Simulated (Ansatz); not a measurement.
# ClH4SbSi: the cost of one run

Program: Ansatz 0.2.0. Level of theory: RKS PBE-D4/def2-mTZVP. These are calculated values, not measurements.

1 further run of the same task is left out (it didn't finish).

### Step 1. Starting point

Bond lengths: Cl1–Si2 2.014 Å, Si2–Sb3 2.544 Å, Si2–H4 1.459 Å, Si2–H5 1.459 Å, Sb3–H6 1.689 Å, Sb3–H7 1.691 Å. Angles: Cl1–Si2–Sb3 111.6°, Cl1–Si2–H4 106.9°, Cl1–Si2–H5 106.9°, Sb3–Si2–H4 111.8°, Sb3–Si2–H5 111.6°, H4–Si2–H5 107.8°, Si2–Sb3–H6 90.7°, Si2–Sb3–H7 90.6°, H6–Sb3–H7 88.6°.

As a file:

```xyz
7

Cl   -1.7979   -1.0615    0.4792
Si   -0.5573   -0.0592   -0.7502
Sb    1.5608    0.6731    0.4535
H    -0.2637   -0.9450   -1.8722
H    -1.3039    1.0831   -1.2673
H     0.6558    1.1638    1.7920
H     1.7062   -0.8542    1.1650
```

### Step 2. End point A

input.yaml

```yaml
crystal:
  periodic: [false, false, false]
  atoms:
    - { symbol: Cl, position_ang: [-1.79789, -1.06155, 0.47917] }
    - { symbol: Si, position_ang: [-0.55734, -0.05919, -0.75022] }
    - { symbol: Sb, position_ang: [1.56079, 0.67307, 0.45352] }
    - { symbol: H, position_ang: [-0.26373, -0.94501, -1.87217] }
    - { symbol: H, position_ang: [-1.30389, 1.08311, -1.2673] }
    - { symbol: H, position_ang: [0.65584, 1.16376, 1.79196] }
    - { symbol: H, position_ang: [1.70622, -0.85419, 1.16504] }
basis:
  gaussian: { orbitals: def2-mTZVP }
hamiltonian:
  xc: pbe
  dispersion: d4
relax:
  f_tol: 0.015
  max_steps: 40
```

Run with:

```
> ansatz run input.yaml --threads 2 --pin off --max-ram 3072MiB --backend cpu --events-out ev --progress --plain --runs-dir out
```

Q: Estimate wall time and peak memory on 2 threads of Arm Neoverse V1, shared host.

About 9 s, with a peak of 0.13 GiB.
